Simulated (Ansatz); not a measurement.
# C2H7NOSSi: the cost of one run

Program: Ansatz 0.2.0. Level of theory: UKS B3LYP-D4/STO-3G. These are calculated values, not measurements.

**1. The system as given**

Bond lengths: C1–N2 1.348 Å, N2–C3 1.463 Å, C3–O4 1.452 Å, C3–Si5 1.973 Å, C3–S6 1.840 Å, C1–H7 1.082 Å, C1–H8 1.067 Å, O4–H9 1.057 Å, Si5–H10 1.530 Å, Si5–H11 1.471 Å, Si5–H12 1.471 Å, S6–H13 1.365 Å. Angles (14 of 18 angles, heavy atoms first): C1–N2–C3 115.5°, N2–C3–O4 114.5°, N2–C3–Si5 107.0°, N2–C3–S6 112.5°, O4–C3–Si5 110.1°, O4–C3–S6 108.4°, Si5–C3–S6 103.8°, N2–C1–H7 116.1°, N2–C1–H8 123.2°, C3–O4–H9 99.4°, C3–Si5–H10 110.4°, C3–Si5–H11 110.9°, C3–Si5–H12 111.7°, C3–S6–H13 96.4°.

Structure file:

```xyz
13

C     0.2607   -1.9295   -0.9003
N    -0.5013   -0.8170   -0.8939
C    -0.4256   -0.0078    0.3231
O    -0.1082   -0.7578    1.5251
Si    0.9412    1.3806    0.0091
S    -1.9657    0.9525    0.6261
H     0.2064   -2.5377   -1.7933
H     0.9154   -2.1932   -0.0998
H    -1.0434   -0.7034    2.0153
H     1.1058    2.2577    1.2518
H     2.2537    0.7726   -0.2595
H     0.5762    2.2600   -1.1118
H    -2.1949    1.2882   -0.6771
```

**2. Relaxing the start**

Contents of input.yaml:

```yaml
crystal:
  periodic: [false, false, false]
  atoms:
    - { symbol: C, position_ang: [0.2607, -1.9295, -0.9003] }
    - { symbol: "N", position_ang: [-0.5013, -0.817, -0.8939] }
    - { symbol: C, position_ang: [-0.4256, -0.0078, 0.3231] }
    - { symbol: O, position_ang: [-0.1082, -0.7578, 1.5251] }
    - { symbol: Si, position_ang: [0.9412, 1.3806, 0.0091] }
    - { symbol: S, position_ang: [-1.9657, 0.9525, 0.6261] }
    - { symbol: H, position_ang: [0.2064, -2.5377, -1.7933] }
    - { symbol: H, position_ang: [0.9154, -2.1932, -0.0998] }
    - { symbol: H, position_ang: [-1.0434, -0.7034, 2.0153] }
    - { symbol: H, position_ang: [1.1058, 2.2577, 1.2518] }
    - { symbol: H, position_ang: [2.2537, 0.7726, -0.2595] }
    - { symbol: H, position_ang: [0.5762, 2.26, -1.1118] }
    - { symbol: H, position_ang: [-2.1949, 1.2882, -0.6771] }
magnetization:
  spin_polarized: true
basis:
  gaussian: { orbitals: STO-3G }
hamiltonian:
  xc: b3lyp
  dispersion: d4
relax:
  f_tol: 0.02
  max_steps: 40
```

The run is started by

```
$ ansatz run input.yaml --threads 1 --pin off --max-ram 2048MiB --backend cpu --events-out ev --progress --plain --runs-dir out
```

Q: Estimate wall time and peak memory on 1 thread of Arm Neoverse V1, shared host.

About 2.8 min, with a peak of 0.21 GiB.
